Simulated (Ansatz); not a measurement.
This script makes an equation of state with a fit of La3Ga, space group Pm-3m with Ansatz 0.2.0 through its Python package.

`eos_la3ga.py`
```python
# -*- coding: utf-8 -*-
import ansatz as az
import numpy as np
from pymatgen.analysis.eos import EOS

ECUT = 500
KGRID = (5, 5, 5)

VECTORS = np.array([
    [4.93068, 0.0, 0.0],
    [0.0, 4.93068, 0.0],
    [0.0, 0.0, 4.93068],
])
SITES = [
    ('La', (0.0, 0.5, 0.5)),
    ('La', (0.5, 0.5, 0.0)),
    ('La', (0.5, 0.0, 0.5)),
    ('Ga', (0.0, 0.0, 0.0)),
]


def crystal_on(cell):
    crystal = az.Crystal(lattice=az.Lattice.of(cell))
    for symbol, position in SITES:
        crystal = crystal.atom(symbol, position)
    return crystal

volumes, energies = [], []
for scale in np.linspace(0.88, 1.12, 7):
    cell = VECTORS * scale ** (1 / 3)
    calculation = (
        crystal_on(cell).calculation()
        .functional(az.Functional.PBESOL)
        .occupations(az.OccupationsMethod.GAUSSIAN, width=50 * az.meV)
        .basis(ECUT)
        .kpoints(*KGRID)
    )
    report = calculation.run(threads=1, pin='off').report
    volumes.append(abs(np.linalg.det(cell)) / len(SITES))
    energies.append(report['free_energy_ev'] / len(SITES))
    print(f'V = {volumes[-1]:8.4f} A^3/atom  F = {energies[-1]:.5f} eV/atom')

for form in ['vinet', 'pourier_tarantola', 'murnaghan']:
    fit = EOS(eos_name=form).fit(volumes, energies)
    print(f'{form:18s} V0 {fit.v0:8.4f} A^3/atom  B0 {fit.b0_GPa:7.1f} GPa  B1 {fit.b1:5.2f}')
```

From its runs, with one value withheld:

| V (Å³/atom) | F less the lowest row shown (meV/atom) |
| --- | --- |
| 26.372 | ? |
| 27.571 | 2.82 |
| 28.769 | 0.00 |
| 29.968 | 10.77 |
| 31.167 | 32.67 |
| 32.366 | 63.61 |
| 33.564 | 101.80 |

What is the missing energy at 26.372 Å³ an atom?

A third-order Birch-Murnaghan fit, E = E0 + (9 V0 B0 / 16) [(t - 1)³ B' + (t - 1)² (6 - 4t)] with t = (V0/V)^(2/3), through the 6 rows shown gives V0 = 28.390 Å³, B0 = 46.0 GPa, B' = 3.95 and E0 = -0.73 meV. At V = 26.372 Å³, t = 1.05037, and the fit extrapolates to 22.51 meV. The run gave 22.09 meV, a miss of 0.42 meV.

What to keep in mind:
- The mesh is modest for a metal, so energies can be off by several to tens of meV an atom and pressures by half a GPa or more; differences at equal mesh fare better.
- This cell is a computed structure, which may not be the phase found in nature.
- Timing: 19 s on 1 thread of Intel(R) Xeon(R) Processor @ 2.30GHz, on a shared host, peak memory 0.67 GiB.
